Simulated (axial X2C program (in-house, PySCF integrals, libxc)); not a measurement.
# BrTiBr: bond lengths and stretches, held linear

Aim: the two bond lengths and stretching wavenumbers of linear BrTiBr, with and without spin–orbit coupling, at PBE0, HF, B3LYP, MP2.

Program: an in-house X2C program for linear molecules on PySCF integrals. Level of theory: all-electron X2C, two-component (2c) or spin-free, Br dyall-av3z, Ti dyall-v3z. These are calculated values, not measurements.

All values are calculated.

2 further runs of the same task are left out: 2 set aside as unsound or not needed.

### Step 1. The job

task.json reads:

```json
{"zs": [35, 22, 35], "q": 0, "bas": ["dyall-av3z", "dyall-v3z", "dyall-av3z"], "r0": [2.5, 2.5], "symm": 1, "scan": ["PBE0", "HF", "B3LYP"], "levels": ["PBE0", "HF", "BHandHLYP"], "nst": 2}
```

Keys: zs atomic numbers; q charge; bas basis sets; r0 starting distance in Å; symm equal bonds; scan levels of the two-bond scan (MP2 follows by itself at each HF point); levels methods; nst determinants followed.

Started as:

```
$ python solin.py task.json out
```

Masses Br 78.918, Ti 47.948, Br 78.918 u.

### Step 2. Scan at PBE0, 2c

State: Ω = 1 (beyond evenly filled blocks: ω = -1/2, ω = 3/2). Energies above the lowest point, from the job's result record:

```tsv
r(Br–Ti) (Å)	r(Ti–Br) (Å)	E (meV)
2.3254	2.3254	43.40
2.3254	2.3850	20.20
2.3254	2.4446	37.22
2.3850	2.3254	20.20
2.3850	2.3850	0.00
2.3850	2.4446	19.75
2.3850	2.5042	70.86
2.4446	2.3254	37.22
2.4446	2.3850	19.75
2.4446	2.4446	41.99
2.5042	2.3850	70.86
2.5042	2.5042	150.87
```

A quadratic surface with cubic terms in each bond gives the minimum at 2.383 and 2.383 Å, force constants 1.8, 1.8 and coupling 0.11 mdyn/Å.

### Step 3. Scan at HF, 2c

State: Ω = 1 (beyond evenly filled blocks: ω = -1/2, ω = 3/2). Energies above the lowest point, from the job's result record:

```tsv
r(Br–Ti) (Å)	r(Ti–Br) (Å)	E (meV)
2.3254	2.3254	265.46
2.3254	2.3850	173.69
2.3254	2.4446	130.44
2.3850	2.3254	173.69
2.3850	2.3850	83.63
2.3850	2.4446	41.92
2.3850	2.5042	39.25
2.4446	2.3254	130.44
2.4446	2.3850	41.92
2.4446	2.4446	1.61
2.5042	2.3850	39.25
2.5042	2.5042	0.00
```

A quadratic surface with cubic terms in each bond gives the minimum at 2.475 and 2.475 Å, force constants 1.55, 1.55 and coupling 0.06 mdyn/Å.

### Step 4. Scan at B3LYP, 2c

State: Ω = 1 (beyond evenly filled blocks: ω = -1/2, ω = 3/2). Energies above the lowest point, from the job's result record:

```tsv
r(Br–Ti) (Å)	r(Ti–Br) (Å)	E (meV)
2.3254	2.3254	67.19
2.3254	2.3850	32.09
2.3254	2.4446	38.17
2.3850	2.3254	32.09
2.3850	2.3850	0.00
2.3850	2.4446	8.85
2.3850	2.5042	49.93
2.4446	2.3254	38.17
2.4446	2.3850	8.85
2.4446	2.4446	20.23
2.5042	2.3850	49.93
2.5042	2.5042	109.14
```

A quadratic surface with cubic terms in each bond gives the minimum at 2.399 and 2.399 Å, force constants 1.75, 1.75 and coupling 0.11 mdyn/Å.

### Step 5. Comparison

| level | r(Br–Ti) (Å) | r(Ti–Br) (Å) | lower stretch (cm⁻¹) | upper stretch (cm⁻¹) |
| --- | --- | --- | --- | --- |
| PBE0, 2c | 2.383 | 2.383 | 203.1 | 395.2 |
| HF, 2c | 2.475 | 2.475 | 186.1 | 370.1 |
| B3LYP, 2c | 2.399 | 2.399 | 200.0 | 388.0 |
| MP2, 2c | 2.378 | 2.378 | 202.2 | 402.0 |
| PBE0, spin-free | 2.383 | 2.383 | 203.4 | 395.5 |
| HF, spin-free | 2.474 | 2.474 | 186.6 | 370.7 |
| B3LYP, spin-free | 2.399 | 2.399 | 200.3 | 388.3 |
| MP2, spin-free | 2.378 | 2.378 | 202.5 | 402.3 |

Scans not shown above were run alike.

**Reading.** Over the levels the Br–Ti bond spans 2.378 to 2.475 Å and the Ti–Br bond 2.378 to 2.475 Å. At PBE0 spin–orbit coupling leaves both bonds unchanged to 0.001 Å. Each state is one determinant, the lowest of a limited PBE0 search; the stretches come from a fit to few points and are good to some per cent at best. The stretches are sorted by size, and where the two bonds are alike the symmetric and antisymmetric modes can swap order between levels. MP2 freezes inner shells (threshold -2 hartree). The molecule was held linear; bending was not examined, so a bent shape may lie lower. Open-shell Ω = 0 determinants with evenly filled partner blocks cannot be reached by this program, so the Ω shown need not be the lowest component. Note: functional without a current term on a determinant with orbital currents, of the molecule or an atom. Note: several unpaired electrons, one determinant need not be a pure state.
